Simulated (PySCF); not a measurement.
# Cl6Ta ([TaCl6]-): the cost of one run

Programs: PySCF 2.14.0, with routines of our own; each step states its level. All values are computed. Atoms count from 0.

### 1 The starting structure

7 atoms, charge -1, multiplicity 1; geometry from: GFN2-xTB.

### 2 Relaxing the molecule at PBE0-D3(BJ)/def2-SVP

Job settings and geometry (Å):

```
{"job": {"xc": "PBE0", "basis": "def2-SVP", "d3": "d3bj", "grid": 1, "maxiter": 30, "shake": 0.03, "kind": "geom"}, "charge": -1, "multiplicity": 1}
Ta     0.061460    -0.076520     0.012550
Cl    -0.024400    -0.013190     2.350710
Cl    -0.030040     0.011850    -2.382820
Cl     2.456770     0.004410     0.003280
Cl    -2.365140    -0.037110    -0.055780
Cl    -0.031330     2.371560     0.006830
Cl     0.024540    -2.363000    -0.003320
```

The run is started by

```sh
$ OMP_NUM_THREADS=2 python heavy_run.py task.json out
```

This one command runs all jobs of the session in turn.

**Question.** How long does this first job take on 2 threads of Arm Neoverse V1, shared host, and how much memory does it need?

About 88 s, with a peak of 0.61 GiB.
